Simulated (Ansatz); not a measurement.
Born–Oppenheimer molecular dynamics of a periodic cell of 13 atoms, Li12H (host Li, host structure R-3m, interstitial H). It goes on from the last frame of an earlier run, with new velocities.

The calculation used Ansatz 0.2.0, DFT LDA, scalar-relativistic, plane waves, PAW. Settings: cutoff 420 eV, k mesh 3x3x3, fermi-dirac smearing 0.15 eV, no spin polarisation.

```json
{
 "ensemble": "NVE (velocity Verlet)",
 "time step": "0.5 fs",
 "steps asked": "150",
 "starting velocities drawn for": "1260 K",
 "seed": "50830"
}
```

First frame:

```xyz
13
Lattice="-3.0787 -1.7775 7.4565 3.0787 -1.7775 7.4565 0.0000 3.5549 7.4565" Properties=species:S:1:pos:R:3
Li -0.230 -0.074 17.805
Li 0.306 -0.201 5.119
Li -0.100 0.458 0.107
Li -0.199 1.944 10.129
Li 0.012 -1.384 12.482
Li 0.291 -2.045 7.813
Li 1.255 -0.735 9.930
Li -1.678 1.419 13.041
Li -1.548 0.955 7.463
Li -1.729 -1.030 9.646
Li 1.600 0.696 12.353
Li 1.705 0.876 7.594
H 1.158 1.025 10.710
```

(1) What does the run give?

(2) What happens to the structure?

(3) How do temperature and energy run in time?

Answers

(1) The run went to its last step.

```
steps done                                               : 150
time covered                                             : 75 fs
mean temperature over the second half                    : 725 K
spread of the potential energy over the second half      : 7.8 meV per atom
mean potential energy of the second half above the start : 63.9 meV per atom
```

The conserved energy stayed within 0.056 meV per atom of its start (net change 0.033 meV per atom), so the integration is sound. The temperature averaged 0.58 of the 1260 K drawn at the start: a run that starts near a minimum puts about half its kinetic energy into the potential. A run of 0.075 ps of so small a system gives no equilibrium averages. Limits of this set-up: coarse k mesh, odd electron count without spin.

(2) Mean squared displacements from the first frame to the last, about the centre of mass: Li 0.70 Å², H 1.09 Å². Another seed would give other details.

(3) 
```json
{"time (fs)": "0.0", "T (K)": "1260", "potential energy less start (eV)": "0.000", "conserved less start (meV/atom)": "0.00"}
{"time (fs)": "3.5", "T (K)": "1153", "potential energy less start (eV)": "0.166", "conserved less start (meV/atom)": "0.03"}
{"time (fs)": "7.0", "T (K)": "1091", "potential energy less start (eV)": "0.263", "conserved less start (meV/atom)": "0.04"}
{"time (fs)": "10.5", "T (K)": "1127", "potential energy less start (eV)": "0.207", "conserved less start (meV/atom)": "0.00"}
{"time (fs)": "14.0", "T (K)": "1065", "potential energy less start (eV)": "0.302", "conserved less start (meV/atom)": "0.03"}
{"time (fs)": "17.5", "T (K)": "982", "potential energy less start (eV)": "0.431", "conserved less start (meV/atom)": "0.01"}
{"time (fs)": "21.0", "T (K)": "860", "potential energy less start (eV)": "0.621", "conserved less start (meV/atom)": "0.04"}
{"time (fs)": "24.5", "T (K)": "821", "potential energy less start (eV)": "0.681", "conserved less start (meV/atom)": "0.03"}
{"time (fs)": "28.0", "T (K)": "831", "potential energy less start (eV)": "0.665", "conserved less start (meV/atom)": "0.01"}
{"time (fs)": "31.5", "T (K)": "767", "potential energy less start (eV)": "0.764", "conserved less start (meV/atom)": "0.02"}
{"time (fs)": "35.0", "T (K)": "644", "potential energy less start (eV)": "0.957", "conserved less start (meV/atom)": "0.04"}
{"time (fs)": "38.5", "T (K)": "601", "potential energy less start (eV)": "1.022", "conserved less start (meV/atom)": "0.05"}
{"time (fs)": "42.0", "T (K)": "651", "potential energy less start (eV)": "0.945", "conserved less start (meV/atom)": "0.02"}
{"time (fs)": "45.5", "T (K)": "660", "potential energy less start (eV)": "0.932", "conserved less start (meV/atom)": "0.03"}
{"time (fs)": "49.0", "T (K)": "658", "potential energy less start (eV)": "0.934", "conserved less start (meV/atom)": "0.04"}
{"time (fs)": "52.5", "T (K)": "726", "potential energy less start (eV)": "0.829", "conserved less start (meV/atom)": "0.03"}
{"time (fs)": "56.0", "T (K)": "780", "potential energy less start (eV)": "0.744", "conserved less start (meV/atom)": "0.02"}
{"time (fs)": "59.5", "T (K)": "784", "potential energy less start (eV)": "0.738", "conserved less start (meV/atom)": "0.03"}
{"time (fs)": "63.0", "T (K)": "787", "potential energy less start (eV)": "0.735", "conserved less start (meV/atom)": "0.03"}
{"time (fs)": "66.5", "T (K)": "798", "potential energy less start (eV)": "0.717", "conserved less start (meV/atom)": "0.03"}
{"time (fs)": "70.0", "T (K)": "781", "potential energy less start (eV)": "0.744", "conserved less start (meV/atom)": "0.02"}
{"time (fs)": "73.5", "T (K)": "727", "potential energy less start (eV)": "0.828", "conserved less start (meV/atom)": "0.03"}
```

The run took 9.9 min on 1 thread of Arm Neoverse V2, with other jobs on the host, peak memory 0.52 GiB.
